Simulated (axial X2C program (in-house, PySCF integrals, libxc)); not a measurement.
# A two-component session on ZrC⁺: properties at the nuclei

Aim: properties at the nuclei of ZrC⁺, with spin–orbit coupling in the Hamiltonian from the start.

Program: an in-house X2C program for linear molecules on PySCF integrals. Level of theory: two-component X2C with atomic mean-field terms, Zr dyall-cv3z, C dyall-v3z. These are calculated values, not measurements.

## 1. Set-up

task.json

```json
{"zs": [40, 6], "q": 1, "bas": ["dyall-cv3z", "dyall-v3z"], "r0": 1.94, "levels": ["PBE0", "HF", "TPSSh", "BP86", "r2SCAN"], "nst": 3}
```

Keys: zs atomic numbers; q charge; bas basis sets; r0 starting distance in Å; levels methods (HF also brings MP2); nst determinants followed.

The run is started by

```sh
$ python soeom.py task.json out
```

The runs that follow: Expectation values, lowest determinant; Expectation values, a higher determinant; Expectation values, a higher determinant.

What does the calculation give? Wanted: lowest determinant; Eeff magnitude; Ws magnitude Zr; A∥/gI Zr; qzz Zr; higher determinant (for each run or level that gives them).

The runs gave:

| quantity | value |
| --- | --- |
| lowest determinant | Ω = 1/2 (excess of +ω over −ω: ω = 1/2) |
| Eeff magnitude (GV/cm), PBE0 | 0.318 |
| Ws magnitude Zr (kHz), PBE0 | 0.198 |
| A∥/gI Zr (MHz), PBE0 | -47.6 |
| qzz Zr (a.u.), PBE0 | -2.56 |
| higher determinant | Ω = 3/2 (excess of +ω over −ω: ω = 3/2) |
| Eeff magnitude (GV/cm), PBE0, higher determinant | 0.00684 |
| Ws magnitude Zr (kHz), PBE0, higher determinant | 0.0412 |
| A∥/gI Zr (MHz), PBE0, higher determinant | 76.5 |
| qzz Zr (a.u.), PBE0, higher determinant | -3.22 |
| higher determinant | Ω = 3/2 (excess of +ω over −ω: ω = 3/2) |
| Eeff magnitude (GV/cm), PBE0, higher determinant | 0.16 |
| Ws magnitude Zr (kHz), PBE0, higher determinant | 0.036 |
| A∥/gI Zr (MHz), PBE0, higher determinant | 554 |
| qzz Zr (a.u.), PBE0, higher determinant | -0.44 |

In words: In the first state, the effective field runs from 0.0687 to 1.22 GV/cm over the mean-field levels, so the levels don't agree on it. The expectation values come from single determinants, which for open shells can mix terms of unlike spin or miss the lowest Ω, so a determinant need not be a state. Eeff is the effective electric field on the electron dipole moment in this Ω state and Ws the scalar–pseudoscalar constant (defined with the proton number Z and per Ω); A∥ is the parallel hyperfine constant, which follows by multiplying with the nuclear g factor gI = μI/(I μN); qzz is the electric field gradient, eQq0 = 234.96 MHz × Q/barn × qzz. The operators were transformed with the bare-nucleus X2C matrices.
